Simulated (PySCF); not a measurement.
# C₂Br₄: electronic excitations at several levels of theory

Aim: compute the electronic excitations of C₂Br₄ (`BrC(Br)=C(Br)Br`) at several levels, and see how far they spread and what each costs.

Computed with PySCF 2.14.0, with density-fitted response routines of our own, on a single molecule in the gas phase. Atoms count from 0, in the outputs and in this text.

### Step 1. Starting geometry

6 atoms, charge 0, multiplicity 1; geometry from: GFN2-xTB.

Bonds of the start (Å): Br0–C1 1.88, C1–Br2 1.88, C1–C3 1.34, C3–Br4 1.88, C3–Br5 1.88.

### Step 2. Relaxing the molecule at PBE0-D3(BJ)/def2-TZVP

What the job is given:

```
{"job": {"xc": "PBE0", "basis": "def2-TZVP", "d3": "d3bj", "grid": 2, "kind": "geom"}, "charge": 0, "multiplicity": 1}
Br     0.687810    -2.195540    -0.158120
C      0.583750    -0.323870    -0.030570
Br     2.230220     0.587000     0.005700
C     -0.585510     0.320680     0.030390
Br    -0.687880     2.195830     0.153720
Br    -2.230150    -0.587290    -0.001300
```

The program printed:

```text
step   0  E = -10371.55260200  max force = 0.006211
step   1  E = -10371.55248953  max force = 0.005573
step   2  E = -10371.55296198  max force = 0.001692
step   3  E = -10371.55299165  max force = 0.000977
step   4  E = -10371.55299784  max force = 0.000838
step   5  E = -10371.55300809  max force = 0.000294
optimisation converged
```

Wall time 2.9 min (4 threads of Arm Neoverse V1, shared host).

Along the way: (the energy doesn't fall at every step)

| step | energy from step 0 (eV) | largest force component (eV/Å) |
| --- | --- | --- |
| 0 | 0.0000 | 0.3194 |
| 1 | 0.0031 | 0.2866 |
| 2 | -0.0098 | 0.0870 |
| 3 | -0.0106 | 0.0502 |
| 4 | -0.0108 | 0.0431 |
| 5 | -0.0111 | 0.0151 |

Distances of close pairs at the start and the end, largest changes first:

| bond | before (Å) | after (Å) | change (Å) |
| --- | --- | --- | --- |
| C3–Br4 | 1.882 | 1.868 | -0.014 |
| C1–Br2 | 1.882 | 1.868 | -0.014 |
| C3–Br5 | 1.879 | 1.868 | -0.011 |
| Br0–C1 | 1.879 | 1.868 | -0.011 |
| C1–C3 | 1.337 | 1.337 | +0.000 |

The final coordinates are the input of the step that follows.

| at the end point | value |
| --- | --- |
| point group (found at 0.08 Å tolerance) | D2h |
| rotational constants (GHz, main isotopes) | 0.647, 0.563, 0.301 |
| dipole moment (D) | 0.00 |

### Step 3. Ultraviolet spectrum: CAM-B3LYP/def2-TZVPD

What the job is given:

```
{"job": {"kind": "uv", "xc": "CAM-B3LYP", "basis": "def2-TZVPD", "nstates": 12, "ntriplets": 4}, "charge": 0, "multiplicity": 1}
Br     0.698647    -2.184776    -0.154192
C      0.583563    -0.324428    -0.030711
Br     2.228329     0.560567     0.000386
C     -0.584049     0.323310     0.030647
Br    -0.699280     2.183392     0.154194
Br    -2.228971    -0.561255    -0.000503
```

With the program's defaults for keys left out, this is: TDDFT CAM-B3LYP/def2-TZVPD, vertical, gas phase, core orbitals frozen in the response.

The program printed:

```text
coarse grid: 39688 points
cycle   1  E = -10373.1891760488  dE = -3.164e+00  |g| = 7.393e-01  |ddm| = 4.101e+00
cycle   2  E = -10373.1105044101  dE =  7.867e-02  |g| = 8.620e-01  |ddm| = 4.747e+00
cycle   3  E = -10373.2667450895  dE = -1.562e-01  |g| = 2.183e-01  |ddm| = 1.818e+00
cycle   4  E = -10373.2756235962  dE = -8.879e-03  |g| = 3.044e-02  |ddm| = 2.262e-01
cycle   5  E = -10373.2758507508  dE = -2.272e-04  |g| = 3.331e-03  |ddm| = 7.307e-02
cycle   6  E = -10373.2758568310  dE = -6.080e-06  |g| = 8.855e-04  |ddm| = 1.359e-02
final grid: 74712 points
cycle   7  E = -10373.2758990184  dE = -3.782e-07  |g| = 5.819e-04  |ddm| = 1.043e-02
cycle   8  E = -10373.2758990417  dE = -2.326e-08  |g| = 5.779e-04  |ddm| = 2.452e-03
cycle   9  E = -10373.2758991077  dE = -6.595e-08  |g| = 1.565e-04  |ddm| = 1.472e-03
cycle  10  E = -10373.2758991138  dE = -6.159e-09  |g| = 3.883e-05  |ddm| = 1.535e-04
cycle  11  E = -10373.2758991148  dE = -9.350e-10  |g| = 9.450e-06  |ddm| = 1.785e-04
converged SCF energy = -10373.2758991148

Static polarisability (au): isotropic 111.402, principal 73.847 126.706 133.654

Singlet excitations
state   eV       nm        f      main configurations
  1   4.7561    260.7   0.00000   H->L 0.88
  2   5.0970    243.2   0.00005   H->L+3 0.87
  3   5.1275    241.8   0.00000   H->L+2 0.87
  4   5.6328    220.1   0.35951   H->L+1 0.97
  5   5.7614    215.2   0.00000   H-1->L+1 0.99
  6   5.8136    213.3   0.00004   H-1->L+3 0.64, H-3->L+2 0.14, H-4->L 0.11
  7   5.8167    213.2   0.00337   H-1->L 0.81
  8   5.8304    212.7   0.01697   H-1->L+2 0.73, H-3->L+3 0.14
  9   6.3846    194.2   0.00000   H-2->L+3 0.49, H-5->L+2 0.30
 10   6.5699    188.7   0.00000   H-2->L+2 0.58, H-5->L+3 0.29
 11   6.6319    187.0   0.00000   H-3->L 0.42, H-4->L+2 0.32, H-6->L+3 0.13
 12   6.6417    186.7   0.08697   H->L+4 0.76, H->L+9 0.18

Triplet excitations (Tamm-Dancoff, eV): 3.5818 4.3513 4.6140 4.7074
```

Run time: 2.1 min. Hardware: 4 threads of Arm Neoverse V1, shared host.

The orbitals next to the gap, with their largest atomic shares:

| orbital | eV | atoms |
| --- | --- | --- |
| HOMO−3 | -10.42 | Br2 23 %, Br5 23 %, Br0 22 % |
| HOMO−2 | -10.13 | Br4 23 %, Br5 23 %, Br0 23 % |
| HOMO−1 | -9.27 | Br5 25 %, Br4 25 %, Br2 25 % |
| HOMO | -8.48 | C1 19 %, C3 19 %, Br2 15 % |
| LUMO | -0.19 | Br0 18 %, Br4 18 %, Br5 17 % |
| LUMO+1 | -0.13 | C1 30 %, C3 30 %, Br4 10 % |
| LUMO+2 | -0.11 | Br2 21 %, Br0 20 %, Br5 20 % |

With each of the 12 states as a Gaussian band of 0.4 eV half-width at 1/e, the curve within the window shown has maxima at 220 nm (ε 15,000), 187 nm (ε 3,600) L/(mol cm). Beyond the last state computed it falls off for lack of states. The curve at chosen wavelengths:

```csv
nm,ε (L/mol/cm)
179,2007
184,3270
189,3504
193,3048
198,2865
203,4439
208,8029
212,11465
217,14610
222,15017
227,12741
231,9884
236,6286
241,3502
246,1738
250,923
255,386
260,150
265,54
269,23
274,8
279,2
284,1
288,0
293,0
298,0
```

Further results of this job:

| property | computed |
| --- | --- |
| dipole moment (D) | 0.00 |
| polarisability (Å³) | 16.51 |
| HOMO–LUMO gap (eV) | 8.30 |
| −ε(HOMO) (eV) | 8.48 |

### Step 4. Excited states and response: PBE0/def2-TZVPD

What the job is given:

```
{"job": {"kind": "uv", "xc": "PBE0", "basis": "def2-TZVPD", "nstates": 12, "ntriplets": 4}, "charge": 0, "multiplicity": 1}
Br     0.698647    -2.184776    -0.154192
C      0.583563    -0.324428    -0.030711
Br     2.228329     0.560567     0.000386
C     -0.584049     0.323310     0.030647
Br    -0.699280     2.183392     0.154194
Br    -2.228971    -0.561255    -0.000503
```

Level: TDDFT PBE0/def2-TZVPD, vertical, gas phase, core orbitals frozen in the response.

The program printed:

```text
coarse grid: 39688 points
cycle   1  E = -10371.5058947558  dE = -3.258e+00  |g| = 6.060e-01  |ddm| = 4.047e+00
cycle   2  E = -10371.4618727774  dE =  4.402e-02  |g| = 6.371e-01  |ddm| = 3.047e+00
cycle   3  E = -10371.5242929853  dE = -6.242e-02  |g| = 2.888e-01  |ddm| = 1.579e+00
cycle   4  E = -10371.5442749393  dE = -1.998e-02  |g| = 1.938e-02  |ddm| = 2.595e-01
cycle   5  E = -10371.5443423234  dE = -6.738e-05  |g| = 4.272e-03  |ddm| = 2.667e-02
cycle   6  E = -10371.5443462530  dE = -3.930e-06  |g| = 8.189e-04  |ddm| = 7.746e-03
final grid: 74712 points
cycle   7  E = -10371.5443532427  dE = -7.314e-08  |g| = 6.513e-04  |ddm| = 5.826e-03
cycle   8  E = -10371.5443532568  dE = -1.408e-08  |g| = 6.200e-04  |ddm| = 2.399e-03
cycle   9  E = -10371.5443533445  dE = -8.772e-08  |g| = 1.319e-04  |ddm| = 1.035e-03
cycle  10  E = -10371.5443533485  dE = -4.009e-09  |g| = 2.781e-05  |ddm| = 1.696e-04
cycle  11  E = -10371.5443533487  dE = -1.692e-10  |g| = 1.389e-06  |ddm| = 3.547e-05
converged SCF energy = -10371.5443533487

Static polarisability (au): isotropic 112.746, principal 73.729 129.153 135.355

Singlet excitations
state   eV       nm        f      main configurations
  1   4.5283    273.8   0.00000   H->L 0.98
  2   4.8170    257.4   0.00000   H->L+2 0.98
  3   4.8276    256.8   0.00004   H->L+3 0.98
  4   5.4000    229.6   0.00000   H-1->L+1 1.00
  5   5.4498    227.5   0.23859   H->L+1 0.81, H-1->L 0.16
  6   5.4884    225.9   0.07529   H-1->L 0.81, H->L+1 0.15
  7   5.5661    222.7   0.01228   H-1->L+2 0.94
  8   5.6639    218.9   0.00000   H-1->L+3 0.87
  9   6.3126    196.4   0.00000   H-2->L+3 0.68, H-5->L+2 0.26
 10   6.3219    196.1   0.00000   H-2->L+2 0.79, H-5->L+3 0.19
 11   6.3398    195.6   0.00000   H-2->L 0.97
 12   6.4268    192.9   0.05736   H-2->L+1 0.90

Triplet excitations (Tamm-Dancoff, eV): 3.5345 4.1331 4.3294 4.4606
```

Run time: 98 s. Hardware: 4 threads of Arm Neoverse V1, shared host.

In short: HOMO -7.24 eV, LUMO -1.23 eV; lowest singlet 4.53 eV.

### Step 5. Ultraviolet spectrum: PBE/def2-TZVPD

What the job is given:

```
{"job": {"kind": "uv", "xc": "PBE", "basis": "def2-TZVPD", "nstates": 12, "ntriplets": 4}, "charge": 0, "multiplicity": 1}
Br     0.698647    -2.184776    -0.154192
C      0.583563    -0.324428    -0.030711
Br     2.228329     0.560567     0.000386
C     -0.584049     0.323310     0.030647
Br    -0.699280     2.183392     0.154194
Br    -2.228971    -0.561255    -0.000503
```

With the program's defaults for keys left out, this is: TDDFT PBE/def2-TZVPD, vertical, gas phase, core orbitals frozen in the response.

The program printed:

```text
coarse grid: 39688 points
cycle   1  E = -10371.1606822322  dE = -3.374e+00  |g| = 7.612e-01  |ddm| = 4.313e+00
cycle   2  E = -10371.1698635551  dE = -9.181e-03  |g| = 6.232e-01  |ddm| = 2.767e+00
cycle   3  E = -10371.1921233284  dE = -2.226e-02  |g| = 8.363e-02  |ddm| = 1.303e+00
cycle   4  E = -10371.1928911388  dE = -7.678e-04  |g| = 5.453e-02  |ddm| = 1.156e-01
cycle   5  E = -10371.1936726443  dE = -7.815e-04  |g| = 5.664e-03  |ddm| = 6.242e-02
cycle   6  E = -10371.1936812797  dE = -8.635e-06  |g| = 1.177e-03  |ddm| = 1.792e-02
final grid: 74712 points
cycle   7  E = -10371.1936943976  dE =  1.934e-07  |g| = 1.463e-03  |ddm| = 9.670e-03
cycle   8  E = -10371.1936925124  dE =  1.885e-06  |g| = 3.039e-03  |ddm| = 6.119e-03
cycle   9  E = -10371.1936948008  dE = -2.288e-06  |g| = 7.772e-04  |ddm| = 4.145e-03
cycle  10  E = -10371.1936949554  dE = -1.546e-07  |g| = 6.651e-05  |ddm| = 7.448e-04
cycle  11  E = -10371.1936949565  dE = -1.064e-09  |g| = 1.141e-05  |ddm| = 1.048e-04
cycle  12  E = -10371.1936949565  dE = -5.457e-12  |g| = 1.050e-05  |ddm| = 1.843e-05
converged SCF energy = -10371.1936949565

Static polarisability (au): isotropic 117.546, principal 76.265 135.403 140.971

Singlet excitations
state   eV       nm        f      main configurations
  1   4.0424    306.7   0.00000   H->L 0.99
  2   4.2057    294.8   0.00000   H->L+1 0.99
  3   4.2745    290.1   0.00011   H->L+3 1.00
  4   4.6226    268.2   0.00179   H-1->L 0.99
  5   4.7055    263.5   0.00000   H-1->L+2 1.00
  6   4.7192    262.7   0.00426   H-1->L+1 0.98
  7   4.8905    253.5   0.00000   H-1->L+3 0.96
  8   5.0452    245.7   0.22749   H->L+2 0.90
  9   5.4344    228.1   0.00000   H-2->L 0.99
 10   5.5070    225.1   0.00000   H-2->L+1 0.95
 11   5.5893    221.8   0.00000   H-2->L+3 0.90, H-5->L+1 0.09
 12   5.6118    220.9   0.00000   H-3->L 0.81, H-4->L+1 0.19

Triplet excitations (Tamm-Dancoff, eV): 3.5086 3.7362 3.8136 3.9727
```

Wall time 47 s (4 threads of Arm Neoverse V1, shared host).

Key values: HOMO -6.13 eV, LUMO -2.19 eV; lowest singlet 4.04 eV.

### Step 6. Ultraviolet spectrum: B3LYP/def2-TZVPD

What the job is given:

```
{"job": {"kind": "uv", "xc": "B3LYP", "basis": "def2-TZVPD", "nstates": 12, "ntriplets": 4}, "charge": 0, "multiplicity": 1}
Br     0.698647    -2.184776    -0.154192
C      0.583563    -0.324428    -0.030711
Br     2.228329     0.560567     0.000386
C     -0.584049     0.323310     0.030647
Br    -0.699280     2.183392     0.154194
Br    -2.228971    -0.561255    -0.000503
```

Level: TDDFT B3LYP/def2-TZVPD, vertical, gas phase, core orbitals frozen in the response.

The program printed:

```text
coarse grid: 39688 points
cycle   1  E = -10372.8907620924  dE = -3.290e+00  |g| = 6.413e-01  |ddm| = 4.212e+00
cycle   2  E = -10372.8606979466  dE =  3.006e-02  |g| = 6.097e-01  |ddm| = 3.832e+00
cycle   3  E = -10372.9011473959  dE = -4.045e-02  |g| = 3.111e-01  |ddm| = 1.739e+00
cycle   4  E = -10372.9254637118  dE = -2.432e-02  |g| = 2.225e-02  |ddm| = 3.179e-01
cycle   5  E = -10372.9255486643  dE = -8.495e-05  |g| = 5.184e-03  |ddm| = 2.900e-02
cycle   6  E = -10372.9255545888  dE = -5.924e-06  |g| = 8.890e-04  |ddm| = 7.045e-03
final grid: 74712 points
cycle   7  E = -10372.9255907495  dE = -7.421e-08  |g| = 7.432e-04  |ddm| = 1.518e-02
cycle   8  E = -10372.9255907540  dE = -4.495e-09  |g| = 7.475e-04  |ddm| = 2.825e-03
cycle   9  E = -10372.9255908793  dE = -1.252e-07  |g| = 1.824e-04  |ddm| = 1.148e-03
cycle  10  E = -10372.9255908868  dE = -7.574e-09  |g| = 3.927e-05  |ddm| = 2.320e-04
cycle  11  E = -10372.9255908872  dE = -3.129e-10  |g| = 1.266e-06  |ddm| = 5.032e-05
converged SCF energy = -10372.9255908872

Static polarisability (au): isotropic 114.290, principal 74.929 130.825 137.115

Singlet excitations
state   eV       nm        f      main configurations
  1   4.3997    281.8   0.00000   H->L 0.99
  2   4.6341    267.5   0.00000   H->L+1 0.99
  3   4.6579    266.2   0.00011   H->L+3 0.99
  4   5.2420    236.5   0.00000   H-1->L+2 1.00
  5   5.2797    234.8   0.00189   H-1->L 0.95
  6   5.3414    232.1   0.01104   H-1->L+1 0.97
  7   5.3650    231.1   0.30191   H->L+2 0.92
  8   5.4630    227.0   0.00000   H-1->L+3 0.92
  9   6.1043    203.1   0.00000   H-2->L+1 0.86, H-5->L+3 0.13
 10   6.1159    202.7   0.00000   H-2->L 0.98
 11   6.1328    202.2   0.00000   H-2->L+3 0.75, H-5->L+1 0.22
 12   6.2291    199.0   0.07076   H->L+4 0.97

Triplet excitations (Tamm-Dancoff, eV): 3.5623 4.0621 4.1936 4.3284
```

Wall time 92 s (4 threads of Arm Neoverse V1, shared host).

Key values: HOMO -7.02 eV, LUMO -1.45 eV; lowest singlet 4.40 eV.

### Step 7. Run by run: electronic excitations

Excitations and ground-state properties, with basis size and wall time:

| run | lowest singlet (eV) | brightest (eV) | f | gap (eV) | α (Å³) | μ (D) | functions | time |
| --- | --- | --- | --- | --- | --- | --- | --- | --- |
| CAM-B3LYP/def2-TZVPD | 4.76 | 5.63 | 0.360 | 8.30 | 16.51 | 0.00 | 302 | 2.1 min |
| PBE0/def2-TZVPD | 4.53 | 5.45 | 0.239 | 6.02 | 16.71 | 0.00 | 302 | 98 s |
| PBE/def2-TZVPD | 4.04 | 5.05 | 0.227 | 3.94 | 17.42 | 0.00 | 302 | 47 s |
| B3LYP/def2-TZVPD | 4.40 | 5.37 | 0.302 | 5.57 | 16.94 | 0.00 | 302 | 92 s |

### Step 8. What came out

| quantity | value |
| --- | --- |
| point group | D2h |
| rotational constants (main isotopes) | 0.65, 0.56, 0.30 GHz |
| lowest singlet (CAM-B3LYP/def2-TZVPD) | 4.76 eV (261 nm), f = 0.000 |
| brightest single state of those computed | state 4, 5.63 eV, f = 0.360 |
| lowest triplet | 3.58 eV |
| range of the lowest singlet | 4.04 to 4.76 eV |

What this shows: Single values in the summary come from the first run of each kind that ended normally (CAM-B3LYP/def2-TZVPD), which need not be the best level. The optimisation took 5 steps and gained 0.011 eV; among the close pairs (by a distance rule), C3–Br4 changed most, from 1.882 to 1.868 Å. No frequency check was run at this level, so the end point may be a saddle. The lowest singlet, at 4.76 eV, is HOMO→LUMO 0.88 and is dark; of the 12 states computed, the strongest absorption comes from state 4 at 5.63 eV. The lowest triplet lies 1.17 eV below the lowest singlet (triplets in Tamm-Dancoff, singlets in full TDDFT). The lowest singlet runs from 4.04 eV (PBE/def2-TZVPD) to 4.76 eV (CAM-B3LYP/def2-TZVPD), while the orbital gap spans 3.94 to 8.30 eV: the excitation energy moves far less from run to run than the orbital gap does. The lowest state need not be the same one in every run.
